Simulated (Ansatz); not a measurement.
**ClH₄NO₂Zr: one species, many methods**

The task here is to estimate one member of a computed series from the others.

Method: functionals in def2-TZVPP, the program's frozen cores in correlated methods; program: Ansatz 0.2.0, Gaussian basis.

The runs, in order: LDA (SPW92), PBE-D4, revPBE-D4, BLYP-D4, r2SCAN-D4, B97M-V, PBE0-D4, B3LYP-D4, r2SCANh-D4, r2SCAN0-D4, HSE06-D4, BHLYP-D4, CAM-B3LYP-D4, LC-ωPBE, ωB97X-V, ωB97M-V, B2PLYP, PBE-QIDH; CCSD(T)/def2-SVP; CCSD(T)/def2-TZVPP; MP2/def2-QZVPP; extrapolation to the limit; RPA on PBE.

1 further run of the same task is left out (for a known fault of the program). Runs told in other sessions of the task aren't counted.

## The geometry

An earlier PBE0-D4 in a triple-zeta def2 set relaxation fixed the geometry. Zr takes the def2 core potential; no spin-orbit term is included.

SMILES `[NH2][Zr]([OH])([OH])[Cl]`, 9 atoms, charge 0, spin multiplicity 1.

Atoms are counted from 1 here; the program's logs count them from 0.

Bond lengths: N1–Zr2 2.023 Å, N1–H6 1.011 Å, N1–H7 1.011 Å, Zr2–O3 1.914 Å, Zr2–O4 1.914 Å, Zr2–Cl5 2.387 Å, O3–H8 0.953 Å, O4–H9 0.953 Å. Angles: Zr2–N1–H6 125.5°, Zr2–N1–H7 125.5°, H6–N1–H7 109.1°, N1–Zr2–O3 107.1°, N1–Zr2–O4 107.0°, N1–Zr2–Cl5 109.8°, O3–Zr2–O4 116.2°, O3–Zr2–Cl5 108.3°, O4–Zr2–Cl5 108.4°, Zr2–O3–H8 165.2°, Zr2–O4–H9 165.1°.

The first run:

Contents of in.yaml:

```yaml
crystal:
  periodic: [false, false, false]
  atoms:
    - {symbol: N, position_ang: [1.242857, 1.098473, 0.278731]}
    - {symbol: Zr, position_ang: [-0.312396, -0.072765, -0.270088]}
    - {symbol: O, position_ang: [0.402478, -1.800722, -0.676602]}
    - {symbol: O, position_ang: [-1.595238, -0.002702, 1.148259]}
    - {symbol: Cl, position_ang: [-1.326781, 0.803753, -2.244678]}
    - {symbol: H, position_ang: [1.188871, 1.888920, 0.906180]}
    - {symbol: H, position_ang: [2.201145, 0.978485, -0.019092]}
    - {symbol: H, position_ang: [0.523046, -2.727178, -0.862127]}
    - {symbol: H, position_ang: [-2.323984, -0.166264, 1.739417]}
basis:
  gaussian: {orbitals: def2-TZVPP}
hamiltonian: {xc: lda}
output: {orbitals: {seedname: orbitals}}
```

Command:

```console
> ansatz run in.yaml --threads 4 --pin off --events-out ev --progress --plain --max-ram 10444MiB
```

Among the steps run: LDA; PBE-D4 (GGA); revPBE-D4 (GGA); BLYP-D4 (GGA); r2SCAN-D4 (meta-GGA); B97M-V (meta-GGA); PBE0-D4 (hybrid); B3LYP-D4 (hybrid); r2SCANh-D4 (hybrid); r2SCAN0-D4 (hybrid); HSE06-D4 (hybrid); BHLYP-D4 (hybrid); CAM-B3LYP-D4 (range-separated); LC-ωPBE (range-separated); ωB97X-V (range-separated); ωB97M-V (range-separated); B2PLYP (double hybrid); PBE-QIDH (double hybrid).

One table of the session follows, with a row left open; its other results are not shown here.

It belongs to the step «Orbital energies across the functionals». 

| functional | HOMO (eV) | gap (eV) |
| --- | --- | --- |
| LDA (SPW92) | -6.24 | 4.80 |
| PBE-D4 | -6.05 | 4.83 |
| revPBE-D4 | -5.97 | 4.84 |
| BLYP-D4 | -5.91 | 4.81 |
| r2SCAN-D4 | -6.34 | 5.34 |
| B97M-V | ? | ? |
| PBE0-D4 | -7.43 | 7.14 |
| B3LYP-D4 | -7.18 | 6.61 |
| r2SCANh-D4 | -6.86 | 6.20 |
| r2SCAN0-D4 | -7.65 | 7.50 |
| HSE06-D4 | -7.03 | 6.36 |
| BHLYP-D4 | -8.72 | 8.88 |
| CAM-B3LYP-D4 | -8.84 | 9.14 |
| LC-ωPBE | -10.25 | 11.55 |
| ωB97X-V | -9.86 | 11.04 |
| ωB97M-V | -9.76 | 10.39 |

**Question.** Estimate the row for B97M-V.

**Answer.** HOMO (eV): -6.38; gap (eV): 5.44. In the column «HOMO (eV)» it lies between r2SCANh-D4 (-6.86) and r2SCAN-D4 (-6.34).
